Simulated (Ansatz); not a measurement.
# Os (sc type): how the settings move a single-point run

Question: which choices in the input matter for Os (sc type)?

This is Os in the simple cubic structure; at room conditions it is hcp.

Computed with Ansatz 0.2.0 (reference: DFT, PBEsol, all-electron LAPW, scalar-relativistic, unless a step's input says otherwise).

### 1 Starting point

Symmetry: Pm-3m, No. 221, cubic system. The conventional cell has a = 2.531 Å, b = 2.531 Å, c = 2.531 Å, α = 90.00°, β = 90.00°, γ = 90.00°. Around Os (site symmetry m-3m) lie 6 Os at 2.53 Å.

Structure file:

```cif
data_structure
_symmetry_space_group_name_H-M 'P 1'
_symmetry_Int_Tables_number 1
_cell_length_a 2.5313
_cell_length_b 2.5313
_cell_length_c 2.5313
_cell_angle_alpha 90.000
_cell_angle_beta 90.000
_cell_angle_gamma 90.000
_cell_volume 16.22
loop_
_atom_site_label
_atom_site_type_symbol
_atom_site_fract_x
_atom_site_fract_y
_atom_site_fract_z
_atom_site_occupancy
Os1 Os 0.00000 0.00000 0.00000 1
```

### 2 The reference run

input.yaml reads:

```yaml
crystal:
  lattice:
    - [2.5313331119, 0.0, 0.0]
    - [0.0, 2.5313331119, 0.0]
    - [0.0, 0.0, 2.5313331119]
  atoms:
    - { symbol: Os, position: [0.0, 0.0, 0.0] }
kpoints:
  mp_grid: { grid: [15, 15, 15] }
  band_path:
    path:
      - [0.0, 0.0, 0.0]
      - [0.0, 0.5, 0.0]
      - [0.5, 0.5, 0.0]
      - [0.0, 0.0, 0.0]
      - [0.5, 0.5, 0.5]
      - [0.0, 0.5, 0.0]
      - [0.5, 0.5, 0.5]
      - [0.5, 0.5, 0.0]
    npoints: 14
scf:
  occupations: { method: fermi_dirac, width: 0.1 }
hamiltonian:
  xc: pbesol
  pseudopotentials: { kind: all_electron, lapw: { basis_error: 0.001 } }
output:
  forces: true
  stress: true
  eigenvalues: true
  populations: true
  dos: { projected: true, de: 0.2, e_range: [-14, 8] }
```

Command:

```bash
$ ansatz run input.yaml --threads 1 --pin off --max-ram 2048MiB --backend cpu --events-out ev --progress --plain --runs-dir out
```

### 3 Changed: occupations.method tetrahedron_uncorrected, xc lda, hubbard.sites [{species: Os, l: d, u_eff: 1.0}], hubbard.double_counting fll, width left out

input.yaml, as its differences from that of step 2:

```diff
@@ -21,6 +21,7 @@
 scf:
-  occupations: { method: fermi_dirac, width: 0.1 }
+  occupations: { method: tetrahedron_uncorrected }
 hamiltonian:
-  xc: pbesol
+  xc: lda
   pseudopotentials: { kind: all_electron, lapw: { basis_error: 0.001 } }
+  hubbard: { sites: [{ species: Os, l: d, u_eff: 1.0 }], double_counting: fll }
 output:
@@ -30,2 +31 @@
   populations: true
-  dos: { projected: true, de: 0.2, e_range: [-14, 8] }
```

**Question.** What will these runs give? Wanted: for each run, ending; energy change; pressure; gap; force.

The runs gave:

| run | ending | energy change | pressure (GPa) | gap (eV) | force (eV/Å) | cycles | time |
| --- | --- | --- | --- | --- | --- | --- | --- |
| reference | converged | - | 0.0 | 0.00 | 0.00 | 7 | 29 s |
| 1: occupations.method tetrahedron_uncorrected, xc lda, hubbard.sites [{species: Os, l: d, u_eff: 1.0}], hubbard.double_counting fll, width left out | converged | not comparable | -5.1 | 0.00 | 0.00 | 6 | 29 s |

Times don't compare one to one where runs were asked for different outputs or read a saved state (see the inputs); cycles may leave out searches for a lower state.

Residual by cycle in the longest SCF loop of each run; runs are numbered as in the table. The quantity is the density residual dr2, in eV.

```csv
cycle,reference,run 1
1,0.0367,0.0332
2,8.9e-4,0.0153
3,5.6e-4,0.00255
4,1.1e-4,3.8e-5
5,4.2e-6,3.7e-6
6,3.2e-8,1.1e-9
7,9.5e-11,-
```

A change of functional puts the total energy on another scale; the pressure goes from 0.0 to -5.1 GPa. The smearing, Hubbard U and double counting of the Hubbard term changed too. A changed U is a change of model: its shifts are not errors of convergence.
